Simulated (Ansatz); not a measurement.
# AlF2H3OSiZn: vertical ionisation energy

One table from this session's results is given with a row withheld; the runs are named, their logs left out.

The runs use Ansatz 0.2.0, Gaussian basis; unrestricted cation, the program's frozen cores in correlated methods.

Levels to be run: UKS PBE-D4/def2-TZVPP; UKS r2SCAN-D4/def2-TZVPP; UKS PBE0-D4/def2-TZVPP; UKS B3LYP-D4/def2-TZVPP; UKS wB97X-V/def2-TZVPP; UKS wB97M-V/def2-TZVPP; UKS B2PLYP (frozen core with 3s3p of Cu, Zn)/def2-TZVPP; UHF-CCSD(T) with 3s3p of Cu, Zn/def2-TZVPP; UHF-MP2 with 3s3p of Cu, Zn/def2-QZVPP; extrapolation to the limit; then −ε(HOMO) from the neutral's earlier runs with LDA (SPW92), PBE-D4, revPBE-D4, BLYP-D4, r2SCAN-D4, B97M-V, PBE0-D4, B3LYP-D4, r2SCANh-D4, r2SCAN0-D4, HSE06-D4, BHLYP-D4, CAM-B3LYP-D4, LC-ωPBE, ωB97X-V, ωB97M-V.

### The geometry

All runs share one geometry, relaxed beforehand with PBE0-D4 in a triple-zeta def2 set.

SMILES `[F][Al]([F])[Zn][O][SiH3]`, 9 atoms, charge 0, spin multiplicity 1.

Atoms are counted from 1 here; the program's logs count them from 0.

Bond lengths: F1–Al2 1.644 Å, Al2–F3 1.644 Å, Al2–Zn4 2.419 Å, Zn4–O5 1.769 Å, O5–Si6 1.619 Å, Si6–H7 1.492 Å, Si6–H8 1.492 Å, Si6–H9 1.489 Å. Angles: F1–Al2–F3 117.2°, F1–Al2–Zn4 121.5°, F3–Al2–Zn4 121.3°, Al2–Zn4–O5 178.1°, Zn4–O5–Si6 156.2°, O5–Si6–H7 111.3°, O5–Si6–H8 111.3°, O5–Si6–H9 110.1°, H7–Si6–H8 107.6°, H7–Si6–H9 108.2°, H8–Si6–H9 108.2°.

Geometry (Å):

```xyz
9
AlF2H3OSiZn
F     1.9906   -3.8372    0.6888
Al    2.3024   -2.2806    0.2629
F     3.8409   -1.9192   -0.1890
Zn    0.5700   -0.5924    0.2896
O    -0.7007    0.6361    0.3685
Si   -1.7429    1.7288   -0.2141
H    -1.0286    2.8842   -0.8299
H    -2.6255    1.1336   -1.2593
H    -2.6062    2.2467    0.8826
```

Set-up of the first run:

in.yaml

```yaml
crystal:
  periodic: [false, false, false]
  atoms:
    - {symbol: F, position_ang: [1.990646, -3.837185, 0.688755]}
    - {symbol: Al, position_ang: [2.302435, -2.280616, 0.262943]}
    - {symbol: F, position_ang: [3.840864, -1.919184, -0.189049]}
    - {symbol: Zn, position_ang: [0.569985, -0.592390, 0.289569]}
    - {symbol: O, position_ang: [-0.700693, 0.636112, 0.368538]}
    - {symbol: Si, position_ang: [-1.742938, 1.728755, -0.214062]}
    - {symbol: H, position_ang: [-1.028613, 2.884226, -0.829944]}
    - {symbol: H, position_ang: [-2.625536, 1.133585, -1.259339]}
    - {symbol: H, position_ang: [-2.606161, 2.246707, 0.882579]}
basis:
  gaussian: {orbitals: def2-TZVPP}
total_charge: 1
magnetization: {spin_polarized: true, initial_magnetization: 1}
hamiltonian: {xc: pbe, dispersion: d4}
```

The run is started by

```bash
$ ansatz run in.yaml --threads 2 --pin off --events-out ev --progress --plain --max-ram 22528MiB --backend cuda --devices 0, --max-vram 18GiB
```

Steps of the session up to this table: Cation, UKS PBE-D4/def2-TZVPP; Cation, UKS r2SCAN-D4/def2-TZVPP; Cation, UKS PBE0-D4/def2-TZVPP; Cation, UKS B3LYP-D4/def2-TZVPP; Cation, UKS wB97X-V/def2-TZVPP; Cation, UKS wB97M-V/def2-TZVPP; Cation, UKS B2PLYP (frozen core with 3s3p of Cu, Zn)/def2-TZVPP; Cation, UHF-CCSD(T) with 3s3p of Cu, Zn/def2-TZVPP; Cation, UHF-MP2 with 3s3p of Cu, Zn/def2-QZVPP.

One of the session's tables, all rows but one given; the rest of the session is left out.

For comparison, −ε(HOMO) of the neutral from earlier runs:

```
  functional  −ε(HOMO) (eV)
 LDA (SPW92)           7.06
      PBE-D4           6.94
   revPBE-D4           6.88
     BLYP-D4              ?
   r2SCAN-D4           7.24
      B97M-V           7.33
     PBE0-D4           8.32
    B3LYP-D4           8.11
  r2SCANh-D4           7.75
  r2SCAN0-D4           8.53
    HSE06-D4           7.91
    BHLYP-D4           9.60
CAM-B3LYP-D4           9.74
     LC-ωPBE          11.08
     ωB97X-V          10.74
     ωB97M-V          10.59
```

Estimate the missing values for BLYP-D4.

Worked estimate for «−ε(HOMO) (eV)». Against the share of exact exchange, B3LYP-D4 (0.2, 8.11), BHLYP-D4 (0.5, 9.60) give a slope of 4.97 per unit share; at 0 the line stands at 7.12.

**Answer.** −ε(HOMO) (eV): 6.84. In «−ε(HOMO) (eV)» the line misses by +0.28.

To keep in mind: The cation may have settled in a state other than its lowest; no search over hole states beyond the program's own was made.
